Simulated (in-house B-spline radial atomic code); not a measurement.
# Cr⁶⁺: ionisation energy by several methods

The task here is to estimate one member of a computed series from the others.

The numbers are computed with in-house B-spline radial atomic code version 1 (Dirac-Coulomb, several functionals; spherical all-electron atom at the radial basis limit), except any that are marked as measured or tabulated.

## The atom as given

* element: chromium (Z = 24)
* charge: +6
* electrons: 18
* configuration: [Ne] 3s2 3p6
* nucleus: Fermi, rms radius 3.645 fm

The outer shells:

[Ne] 3s2 3p6
```
[Ne] core
3s [↑↓]
3p [↑↓][↑↓][↑↓]
```

Set-up of the first run:

Settings, as recorded:

```ini
Z = 24
electrons = 18.0
configuration = [Ne] 3s2 3p6
hamiltonian = dirac
method = lda,pw
spin_polarised = False
nucleus = fermi
rms_radius = 3.6452
mass_number = 52
atomic_mass = 51.940504714
speed_of_light = 137.035999084
```

Steps of the session up to this table: LDA (PW92); BP86, a GGA; AM05, a GGA; PW91, a GGA; OLYP, a GGA; relativistic LDA.

One of the session's tables, all rows but one given; the rest of the session is left out.

```
          method  ΔSCF (eV)
      LDA (PW92)          ?
relativistic LDA     160.94
            BP86     161.12
            AM05     160.85
            PW91     161.16
            OLYP     161.50
```

**Question.** Estimate the row for LDA (PW92).

**Answer.** ΔSCF (eV): 160.98. In the column «ΔSCF (eV)» it lies between relativistic LDA (160.94) and BP86 (161.12).
